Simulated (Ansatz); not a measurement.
**C₃H₁₁AlOS: how energies converge with the basis set**

An exercise on one series of results from a longer session: the logs are not shown, and one member is left open.

Program: Ansatz 0.2.0, Gaussian basis. Level of theory: one geometry, several basis sets. These are calculated values, not measurements.

The runs, in order: PBE0-D4/def2-SVP; ωB97M-V/def2-SVP; PBE0-D4/def2-QZVPP; ωB97M-V/def2-QZVPP; the functionals' def2-TZVPP values are taken from earlier runs.

### Structure used throughout

All runs share one geometry, relaxed beforehand with PBE0-D4 in a triple-zeta def2 set.

SMILES `C[O][Al-]([CH3])([CH3])[SH2+]`, 17 atoms, charge 0, spin multiplicity 1.

Atoms are counted from 1 here; the program's logs count them from 0.

Bond lengths: C1–O2 1.389 Å, C1–H7 1.100 Å, C1–H8 1.100 Å, C1–H9 1.097 Å, O2–Al3 1.717 Å, Al3–C4 1.966 Å, Al3–C5 1.954 Å, Al3–S6 2.635 Å, C4–H10 1.095 Å, C4–H11 1.095 Å, C4–H12 1.096 Å, C5–H13 1.094 Å, C5–H14 1.095 Å, C5–H15 1.095 Å, S6–H16 1.343 Å, S6–H17 1.344 Å. Angles: O2–C1–H7 113.1°, O2–C1–H8 111.2°, O2–C1–H9 110.5°, H7–C1–H8 107.5°, H7–C1–H9 107.3°, H8–C1–H9 107.0°, C1–O2–Al3 131.4°, O2–Al3–C4 117.6°, O2–Al3–C5 115.4°, O2–Al3–S6 93.2°, C4–Al3–C5 122.5°, C4–Al3–S6 99.1°, C5–Al3–S6 98.4°, Al3–C4–H10 113.3°, Al3–C4–H11 111.9°, Al3–C4–H12 110.8°, H10–C4–H11 107.5°, H10–C4–H12 106.6° and more.

Set-up of the first run:

Contents of in.yaml:

```yaml
crystal:
  periodic: [false, false, false]
  atoms:
    - {symbol: C, position_ang: [1.408017, 2.019843, 0.376146]}
    - {symbol: O, position_ang: [1.058108, 1.012132, -0.513620]}
    - {symbol: Al, position_ang: [0.161839, -0.435924, -0.294003]}
    - {symbol: C, position_ang: [-0.170083, -1.032272, 1.549791]}
    - {symbol: C, position_ang: [0.171562, -1.667552, -1.811205]}
    - {symbol: S, position_ang: [-2.144219, 0.745828, -0.771167]}
    - {symbol: H, position_ang: [1.237970, 1.744582, 1.427752]}
    - {symbol: H, position_ang: [0.838605, 2.940205, 0.179308]}
    - {symbol: H, position_ang: [2.470278, 2.272419, 0.272875]}
    - {symbol: H, position_ang: [-0.434798, -0.214322, 2.227800]}
    - {symbol: H, position_ang: [-0.973851, -1.774452, 1.600766]}
    - {symbol: H, position_ang: [0.721861, -1.510674, 1.969744]}
    - {symbol: H, position_ang: [0.184789, -1.133775, -2.765841]}
    - {symbol: H, position_ang: [1.059845, -2.308054, -1.790255]}
    - {symbol: H, position_ang: [-0.696549, -2.335030, -1.813094]}
    - {symbol: H, position_ang: [-1.959642, 1.668966, 0.187044]}
    - {symbol: H, position_ang: [-2.952731, 0.007581, 0.008161]}
basis:
  gaussian: {orbitals: def2-SVP}
hamiltonian: {xc: pbe0, dispersion: d4}
output: {orbitals: {seedname: orbitals}}
```

Started as:

```
ansatz run in.yaml --threads 8 --pin off --events-out ev --progress --plain --max-ram 18278MiB
```

Among the steps run: PBE0-D4 in def2-SVP; ωB97M-V in def2-SVP; PBE0-D4 in def2-QZVPP; ωB97M-V in def2-QZVPP.

One table of the session follows, with a row left open; its other results are not shown here.

It belongs to the step «Functionals by basis». 

```
functional       basis  HOMO (eV)  LUMO (eV)
   PBE0-D4    def2-SVP      -6.98       0.05
   PBE0-D4  def2-TZVPP          ?          ?
   PBE0-D4  def2-QZVPP      -7.12      -0.48
   ωB97M-V    def2-SVP      -9.26       1.96
   ωB97M-V  def2-TZVPP      -9.36       1.44
   ωB97M-V  def2-QZVPP      -9.38       0.91
```

Q: Estimate the row for PBE0-D4, def2-TZVPP from the others.

**Answer.** HOMO (eV): -7.09; LUMO (eV): -0.39. In the column «HOMO (eV)» it lies between PBE0-D4, def2-QZVPP (-7.12) and PBE0-D4, def2-SVP (-6.98).
